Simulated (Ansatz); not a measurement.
# K, space group I4_1/amd: a check of PAW against all-electron LAPW

With Ansatz's Python interface.

Notebook, run cell by cell (the value of a cell's last expression is shown):

In [1]:
```python
from dataclasses import dataclass

import ansatz as az
import numpy as np
from tabulate import tabulate
```

In [2]:
```python
@dataclass(frozen=True)
class Options:
    smearing_width: float = 0.01
    functional: str = "LDA"
    k_spacing: float = 0.29
```

In [3]:
```python
settings = Options()


def count_gap(report):
    # lowest empty less highest filled band, counting bands; zero where they overlap
    return max(report.get("gap_by_band_count_ev") or 0.0, 0.0)

crystal = (
    az.Lattice.of([-2.208109, 2.208109, 8.045868], [2.208109, -2.208109, 8.045868], [2.208109, 2.208109, -8.045868])
    .atom("K", [0.25, 0.75, 0.5])
    .atom("K", [0.5, 0.5, 0.0])
)
```

In [4]:
```python
base = (
    crystal.calculation()
    .occupations(az.OccupationsMethod.FERMI_DIRAC, width=settings.smearing_width)
    .functional(settings.functional)
    .kpoints(spacing=settings.k_spacing)
    .stress()
    .forces()
    .band_table()
)
variants = {
    "PAW": base.pseudopotentials("paw"),
    "LAPW": base.pseudopotentials("all_electron", lapw=True),
}
# totals differ by the cores that each treatment holds, so compare what does not depend on them
rows = []
for label, variant in variants.items():
    data = variant.run(threads=1).report
    levels = np.array(data["eigenvalues_ev"][0]) - data["fermi_energy_ev"]
    print(label, "levels at the first k-point near E_F:", np.round(levels[np.abs(levels) < 5], 3))
    rows.append((label, data["n_electrons"], np.trace(data["stress_gpa"]) / 3, count_gap(data)))
print(tabulate(rows, headers=["treatment", "electrons in bands", "P GPa", "gap by band count eV"], floatfmt=".4f", tablefmt="simple"))
```
```text
DeckWarning: basis.ecutwfc = 420 eV, auto-derived from the records' recommended cutoffs: set by K (normal level)
PAW levels at the first k-point near E_F: [-2.104  0.144  0.442  3.016  3.019]
LAPW levels at the first k-point near E_F: [-2.105  0.143  0.442  3.014  3.017]
treatment      electrons in bands    P GPa    gap by band count eV
-----------  --------------------  -------  ----------------------
PAW                       18.0000  -0.4506                  0.0000
LAPW                      18.0000  -0.4506                  0.0000
```

PAW gives -0.451 GPa and LAPW -0.451 GPa, 0.000 GPa apart. They took 1.6 and 2.1 s of processor time.

What to keep in mind:
- These settings explore the input space; cutoff and mesh may be short of convergence.
- The computed bands are complete only to about 1.8 eV above the Fermi level.
- For a metal this k-point mesh is coarse: on a finer one energies can move by several to tens of meV an atom and pressures by half a GPa or more, differences at one mesh by less.
- A gap by band count of zero or less means overlapping bands, a metal.
- This isn't the structure that K takes at ambient conditions.
- Gaps and levels are Kohn-Sham values on a finite set of k-points.
- Warnings are shown shortened and without file and line.
- Pressure is positive in compression; the treatments may keep other shells as core, so totals and counts of electrons can differ.
- Finished in 4.1 s on 1 thread of Intel(R) Xeon(R) 6975P-C (Granite Rapids), on a shared host, peak memory 0.46 GiB.
